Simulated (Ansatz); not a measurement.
Task: an SCF with some post-processing of AlFe₃H, space group Pm-3m, with the Python package of Ansatz (0.2.0). Give the script and its output. Level of theory: r2SCAN, PAW, the default cutoff (500 eV here), 6×6×6 k-points, Fermi-Dirac smearing of 0.15 eV, collinear spin.

```cif
data_structure
_symmetry_space_group_name_H-M 'P 1'
_symmetry_Int_Tables_number 1
_cell_length_a 3.6996
_cell_length_b 3.6996
_cell_length_c 3.6996
_cell_angle_alpha 90.000
_cell_angle_beta 90.000
_cell_angle_gamma 90.000
_cell_volume 50.63
loop_
_atom_site_label
_atom_site_type_symbol
_atom_site_fract_x
_atom_site_fract_y
_atom_site_fract_z
_atom_site_occupancy
Al1 Al 0.50000 0.50000 0.50000 1
Fe1 Fe 0.50000 0.00000 0.00000 1
Fe2 Fe 0.00000 0.50000 0.00000 1
Fe3 Fe 0.00000 0.00000 0.50000 1
H1 H 0.00000 0.00000 0.00000 1
```

`survey_alfe3h.py`
```python
"""Bonding analysis of AlFe3H."""

from pathlib import Path

import ansatz as az
import numpy as np
from pymatgen.core import Structure

cell = (
    az.Lattice.cubic(3.699554)
    .space_group(221)
    .atom("Al", [0.5, 0.5, 0.5])
    .atom("Fe", [0.5, 0.0, 0.0])
    .atom("H", [0.0, 0.0, 0.0])
    .moments(Fe=3.5)
)

base = (
    cell.calculation()
    .occupations("fermi_dirac", width=150 * az.meV)
    .spin(az.SpinTreatment.COLLINEAR)
    .kpoints(6)
    .functional("r2scan")
    .density_of_states(energy_step=0.1, projected=True)
    .density()
    .populations()
)
session = base.session()
planned = session.plan(threads=1)
out = planned.execute()
r = out.report

energy = r["free_energy_ev"]
print("AlFe3H: {:.6f} eV = {:.6f} Ry = {:.6f} Ha".format(energy, energy / 13.605693, energy / 27.211386))
print("Fermi level {:.4f} eV, {} k-points, {} symmetry operations".format(r["fermi_energy_ev"], r["n_kpoints"], r["n_symmetry_ops"]))

print("site moments (muB):", [round(m, 2) for m in r["site_moments_mub"]])
print("electrons up, down:", [round(n, 3) for n in r["spin_occupation_sums"]])

dos = out.density_of_states()
energy = np.asarray(dos.energies_ev) - dos.fermi_ev
projected = out.projected_density_of_states()
# electrons in each projected shell, from the curves below the Fermi level
step = energy[1] - energy[0]
for index, site in enumerate(projected.sites):
    for shell in site.shells:
        curve = sum(np.sum(part.g_bin_mean_per_ev, axis=0) for part in shell.curves)
        print(f"site {index} {site.species:2s} {shell.label:3s} filled {curve[energy <= 0].sum() * step:7.3f}  at E_F {np.interp(0, energy, curve):7.3f} /eV")

final = Structure(out.lattice.cell_ang, [s.symbol for s in out.lattice.sites], [s.position_frac for s in out.lattice.sites])
distances = np.array([n.nn_distance for shell in final.get_all_neighbors(5.0) for n in shell])
values, counts = np.unique(distances.round(2), return_counts=True)
print("distance (A)  neighbours per atom")
for value, count in list(zip(values, counts))[:14]:
    print(f"{value:10.2f} {count / len(final):10.2f}")

rho = out.density()
up, down = (channel.density_e_per_ang3 for channel in rho.channels)
voxel = rho.cell_volume_ang3 / up.size
print([str(channel.component) for channel in rho.channels], rho.dims)
print(f"integral of up - down {np.sum(up - down) * voxel:.4f}, of its modulus {np.sum(np.abs(up - down)) * voxel:.4f} muB on the grid")
print(f"spin density from {np.min(up - down):.4f} to {np.max(up - down):.4f} e/A^3")

files = Path(out.write_results("tables"))
print((files / "populations.tsv").read_text())
```

```console
$ python survey_alfe3h.py
DeckWarning: basis.ecutwfc = 500 eV, auto-derived from the records' recommended cutoffs: set by Al (their level for a meta-GGA)
AlFe3H: -14014.726656 eV = -1030.063419 Ry = -515.031710 Ha
Fermi level 15.8518 eV, 20 k-points, 48 symmetry operations
site moments (muB): [-0.16, 2.33, 2.33, 2.33, -0.02]
electrons up, down: [29.612, 22.388]
site 0 Al 3S  filled   1.128  at E_F   0.014 /eV
site 0 Al 3P  filled   2.698  at E_F   0.296 /eV
site 1 Fe 3S  filled   1.974  at E_F   0.000 /eV
site 1 Fe 4S  filled   0.598  at E_F   0.036 /eV
site 1 Fe 3P  filled   5.995  at E_F   0.001 /eV
site 1 Fe 3D  filled   6.863  at E_F   0.613 /eV
site 2 Fe 3S  filled   1.974  at E_F   0.000 /eV
site 2 Fe 4S  filled   0.598  at E_F   0.036 /eV
site 2 Fe 3P  filled   5.995  at E_F   0.001 /eV
site 2 Fe 3D  filled   6.863  at E_F   0.613 /eV
site 3 Fe 3S  filled   1.974  at E_F   0.000 /eV
site 3 Fe 4S  filled   0.598  at E_F   0.036 /eV
site 3 Fe 3P  filled   5.995  at E_F   0.001 /eV
site 3 Fe 3D  filled   6.863  at E_F   0.613 /eV
site 4 H  1S  filled   1.212  at E_F   0.032 /eV
distance (A)  neighbours per atom
      1.85       2.40
      2.62       9.60
      3.20       3.20
      3.70       6.00
      4.14       9.60
      4.53      19.20
['up', 'down'] (27, 27, 27)
integral of up - down 7.2249, of its modulus 8.2322 muB on the grid
spin density from -0.1200 to 6.6004 e/A^3
# site	symbol	l	j	q_up	q_dn
# orbitals = lowdin
# n_electrons = 52.000000
# spilling = 0.010101
0	Al	0_3S	-	0.551765	0.574879
0	Al	1_3P	-	1.192293	1.533578
1	Fe	0_3S	-	0.986512	0.987753
1	Fe	0_4S	-	0.299258	0.301758
1	Fe	1_3P	-	2.997488	2.997646
1	Fe	2_3D	-	4.747917	2.153081
2	Fe	0_3S	-	0.986512	0.987753
2	Fe	0_4S	-	0.299258	0.301758
2	Fe	1_3P	-	2.997488	2.997646
2	Fe	2_3D	-	4.747917	2.153081
3	Fe	0_3S	-	0.986512	0.987753
3	Fe	0_4S	-	0.299258	0.301758
3	Fe	1_3P	-	2.997488	2.997646
3	Fe	2_3D	-	4.747917	2.153081
4	H	0_1S	-	0.585953	0.622058
```
(Warnings from the package without file and line.)

Total energies depend on the potentials; only differences at equal settings carry meaning. Other magnetic orders than the one started from may lie lower. For a metal this k-point mesh is coarse: on a finer one energies can move by several to tens of meV an atom and pressures by half a GPa or more, differences at one mesh by less. The zero of the levels is a convention of the potentials, so an absolute Fermi energy is no work function. Projections exist only for the shells that the potentials hold, some of them semicore, and samples at single energies can miss narrow peaks. A Fermi-Dirac width this large means warm electrons, whose thermal share enters the free energy. r2SCAN tends to overestimate the moments of itinerant magnets. Grid values close to the nuclei reflect the PAW or pseudopotential construction, not the all-electron fields. This cell is a computed structure, which may not be the phase found in nature. The density of states is complete only as far up as bands were computed. Run time: 8.8 s on 1 thread of AMD EPYC 9R45 96-Core Processor (Zen 5), with other jobs on the host, peak memory 0.58 GiB.

(Lines on the test bed's own set-up are left out of the output.)
